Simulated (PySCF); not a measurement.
# SnCl2 (SMILES [Cl][Sn][Cl]) at MP2/def2-TZVP (core potential)

What is the vertical singlet–triplet gap of SnCl2 at MP2/def2-TZVP (core potential)? The job is set up through a Python script.

Program for the calculation: PySCF 2.14.0.

## (1) The molecule

SnCl2 has 3 atoms, charge 0, and is taken as a singlet. As SMILES, `[Cl][Sn][Cl]`. Geometry: a GFN2-xTB relaxation, a rough one for these elements and not checked as a minimum.

Bond lengths: Sn1–Cl2 2.378 Å, Sn1–Cl3 2.377 Å. Angles: Cl2–Sn1–Cl3 99.5°.

## (2) A single-point energy at MP2/def2-TZVP (core potential)

File input.py:

```python
# SnCl2
from pyscf import gto, mp

molecule = gto.M(
    atom='''
Sn     0.009279    -0.013530    -1.934588
Cl     3.425318    -0.035943     0.984585
Cl    -3.434596     0.049473     0.950003
''',
    basis='def2-tzvp',
    spin=0,
    ecp={'Sn': 'def2-svp'},
    charge=0,
    max_memory=1860,
    verbose=3,
    unit='bohr',
)

myscf = molecule.RHF()
myscf.conv_tol = 1e-10
myscf.kernel()
if not myscf.converged:
    myscf = myscf.newton().run(myscf.mo_coeff, myscf.mo_occ)

pt = mp.MP2(myscf, frozen=14).run()
energy = pt.e_tot
print('Final energy', energy)
```

The run is started by

```sh
$ OMP_NUM_THREADS=1 python input.py
```

The log of the run:

```text
converged SCF energy = -1132.49635460197
E(RMP2) = -1133.16519101962  E_corr = -0.668836417644709
E(SCS-RMP2) = -1133.12600149842  E_corr = -0.629646896452227
Final energy -1133.1651910196172
```

It took 5.7 s on 1 thread of Arm Neoverse V1, shared host; peak memory 0.43 GiB.

## (3) The triplet, same level

File job.py:

```python
from pyscf import gto, mp

mol = gto.M(
    atom=[
    ('Sn', (0.004910, -0.007160, -1.023740)),
    ('Cl', (1.812600, -0.019020, 0.521020)),
    ('Cl', (-1.817510, 0.026180, 0.502720)),
],
    charge=0,
    ecp={'Sn': 'def2-svp'},
    max_memory=1860,
    verbose=3,
    basis='def2-tzvp',
    spin=2,
)

myscf = mol.UHF()
myscf.conv_tol = 1e-10
myscf.kernel()
if not myscf.converged:
    myscf = myscf.newton().run(myscf.mo_coeff, myscf.mo_occ)

pt = mp.MP2(myscf, frozen=14).run()
e_tot = pt.e_tot
print('Final energy', e_tot)
```

The run is started by

```sh
$ OMP_NUM_THREADS=1 python job.py
```

The log of the run:

```text
WARN: HOMO -0.496642288283269 >= LUMO -0.690218707266043

converged SCF energy = -1132.41416272226  <S^2> = 2.0143265  2S+1 = 3.0095358
E(UMP2) = -1133.05248865299  E_corr = -0.638325930737871
E(SCS-UMP2) = -1133.01132514567  E_corr = -0.597162423410739
Final energy -1133.0524886529943
```

Wall time 14 s (1 thread of Arm Neoverse V1, shared host); peak memory 0.46 GiB.

## (4) Results

At MP2/def2-TZVP (core potential), 14 core orbitals frozen:

```
                                                           quantity           value
                                              singlet: total energy  -1133.16519 Eh
                      singlet: dipole moment (Hartree–Fock density)          3.52 D
                       singlet: HOMO energy (Hartree–Fock orbitals)       -10.31 eV
                       singlet: LUMO energy (Hartree–Fock orbitals)        -0.46 eV
                     singlet: HOMO–LUMO gap (Hartree–Fock orbitals)         9.85 eV
              singlet: correlation energy (14 core orbitals frozen)      -668.8 mEh
                                              triplet: total energy  -1133.05249 Eh
                      triplet: dipole moment (Hartree–Fock density)          3.43 D
triplet: HOMO energy (Hartree–Fock orbitals) (highest over α and β)        -8.05 eV
 triplet: LUMO energy (Hartree–Fock orbitals) (lowest over α and β)        -2.33 eV
              triplet: correlation energy (14 core orbitals frozen)      -638.3 mEh
                         triplet: ⟨S²⟩ of the reference determinant           2.014
                   vertical energy of the triplet above the singlet        3.067 eV
```

In words: At this shape the triplet lies 3.07 eV (296 kJ/mol) above the singlet. Mulliken charges (triplet) of the mean-field density run from -0.39 on Cl2 to +0.77 on Sn1.
